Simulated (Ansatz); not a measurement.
# C₂H₁₀OSi₂: taking an electron away

The task here is to estimate one member of a computed series from the others.

The runs use Ansatz 0.2.0, Gaussian basis; unrestricted cation, the program's frozen cores in correlated methods.

The runs, in order: UKS PBE-D4/def2-TZVPP; UKS r2SCAN-D4/def2-TZVPP; UKS PBE0-D4/def2-TZVPP; UKS B3LYP-D4/def2-TZVPP; UKS wB97X-V/def2-TZVPP; UKS wB97M-V/def2-TZVPP; UKS B2PLYP/def2-TZVPP; UHF-CCSD(T)/def2-TZVPP; UHF-MP2/def2-QZVPP; extrapolation to the limit; then −ε(HOMO) from the neutral's earlier runs with LDA (SPW92), PBE-D4, revPBE-D4, BLYP-D4, r2SCAN-D4, B97M-V, PBE0-D4, B3LYP-D4, r2SCANh-D4, r2SCAN0-D4, HSE06-D4, BHLYP-D4, CAM-B3LYP-D4, LC-ωPBE, ωB97X-V, ωB97M-V.

## Structure used throughout

The geometry comes from an earlier relaxation with PBE0-D4 in a triple-zeta def2 set; it is a stationary point, not always the lowest conformer.

SMILES `O[SiH2]CC[SiH3]`, 15 atoms, charge 0, spin multiplicity 1.

Atoms are counted from 1 here; the program's logs count them from 0.

Bond lengths: O1–Si2 1.650 Å, O1–H6 0.959 Å, Si2–C3 1.874 Å, Si2–H7 1.484 Å, Si2–H8 1.494 Å, C3–C4 1.534 Å, C3–H9 1.098 Å, C3–H10 1.096 Å, C4–Si5 1.878 Å, C4–H11 1.097 Å, C4–H12 1.096 Å, Si5–H13 1.487 Å, Si5–H14 1.487 Å, Si5–H15 1.494 Å. Angles: Si2–O1–H6 117.3°, O1–Si2–C3 113.3°, O1–Si2–H7 105.3°, O1–Si2–H8 110.7°, C3–Si2–H7 109.5°, C3–Si2–H8 108.1°, H7–Si2–H8 109.8°, Si2–C3–C4 116.3°, Si2–C3–H9 106.0°, Si2–C3–H10 107.9°, C4–C3–H9 109.7°, C4–C3–H10 110.7°, H9–C3–H10 105.7°, C3–C4–Si5 116.1°, C3–C4–H11 110.3°, C3–C4–H12 110.5°, Si5–C4–H11 106.2°, Si5–C4–H12 107.6° and more.

Coordinates:

```xyz
15
charge 0, multiplicity 1
O    -1.5753    1.2672   -1.1873
Si   -0.7541   -0.0738   -1.6857
C    -0.2313   -1.1904   -0.2750
C     0.9213   -0.6837    0.6006
Si    0.5618    0.8409    1.6364
H    -1.0841    1.9245   -0.6907
H    -1.6947   -0.8019   -2.5723
H     0.4690    0.3101   -2.4521
H     0.0459   -2.1485   -0.7347
H    -1.1177   -1.4002    0.3350
H     1.2368   -1.4644    1.3031
H     1.8026   -0.4660   -0.0139
H     1.6936    1.1161    2.5606
H    -0.6853    0.6678    2.4278
H     0.3900    2.0512    0.7773
```

The first run:

The input, in.yaml:

```yaml
crystal:
  periodic: [false, false, false]
  atoms:
    - {symbol: O, position_ang: [-1.575347, 1.267226, -1.187274]}
    - {symbol: Si, position_ang: [-0.754110, -0.073780, -1.685685]}
    - {symbol: C, position_ang: [-0.231314, -1.190407, -0.275048]}
    - {symbol: C, position_ang: [0.921254, -0.683710, 0.600640]}
    - {symbol: Si, position_ang: [0.561829, 0.840916, 1.636423]}
    - {symbol: H, position_ang: [-1.084123, 1.924487, -0.690656]}
    - {symbol: H, position_ang: [-1.694708, -0.801864, -2.572253]}
    - {symbol: H, position_ang: [0.468976, 0.310135, -2.452054]}
    - {symbol: H, position_ang: [0.045859, -2.148530, -0.734652]}
    - {symbol: H, position_ang: [-1.117746, -1.400160, 0.334961]}
    - {symbol: H, position_ang: [1.236836, -1.464404, 1.303072]}
    - {symbol: H, position_ang: [1.802557, -0.465963, -0.013869]}
    - {symbol: H, position_ang: [1.693626, 1.116063, 2.560637]}
    - {symbol: H, position_ang: [-0.685260, 0.667836, 2.427817]}
    - {symbol: H, position_ang: [0.389970, 2.051156, 0.777342]}
basis:
  gaussian: {orbitals: def2-TZVPP}
total_charge: 1
magnetization: {spin_polarized: true, initial_magnetization: 1}
hamiltonian: {xc: pbe, dispersion: d4}
```

Started as:

```bash
> ansatz run in.yaml --threads 2 --pin off --events-out ev --progress --plain --max-ram 32768MiB --backend cuda --devices 0, --max-vram 18GiB
```

Steps of the session up to this table: Cation, UKS PBE-D4/def2-TZVPP; Cation, UKS r2SCAN-D4/def2-TZVPP; Cation, UKS PBE0-D4/def2-TZVPP; Cation, UKS B3LYP-D4/def2-TZVPP; Cation, UKS wB97X-V/def2-TZVPP; Cation, UKS wB97M-V/def2-TZVPP; Cation, UKS B2PLYP (frozen core)/def2-TZVPP; Cation, UHF-CCSD(T)/def2-TZVPP; Cation, UHF-MP2/def2-QZVPP.

One table of the session follows, with a row left open; its other results are not shown here.

For comparison, −ε(HOMO) of the neutral from earlier runs:

```
  functional  −ε(HOMO) (eV)
 LDA (SPW92)           6.81
      PBE-D4           6.71
   revPBE-D4           6.66
     BLYP-D4           6.62
   r2SCAN-D4           7.01
      B97M-V              ?
     PBE0-D4           8.07
    B3LYP-D4           7.88
  r2SCANh-D4           7.52
  r2SCAN0-D4           8.27
    HSE06-D4           7.67
    BHLYP-D4           9.37
CAM-B3LYP-D4           9.47
     LC-ωPBE          10.78
     ωB97X-V          10.46
     ωB97M-V          10.33
```

**Question.** Estimate the row for B97M-V.

**Answer.** −ε(HOMO) (eV): 7.17. In the column «−ε(HOMO) (eV)» it lies between r2SCAN-D4 (7.01) and r2SCANh-D4 (7.52).
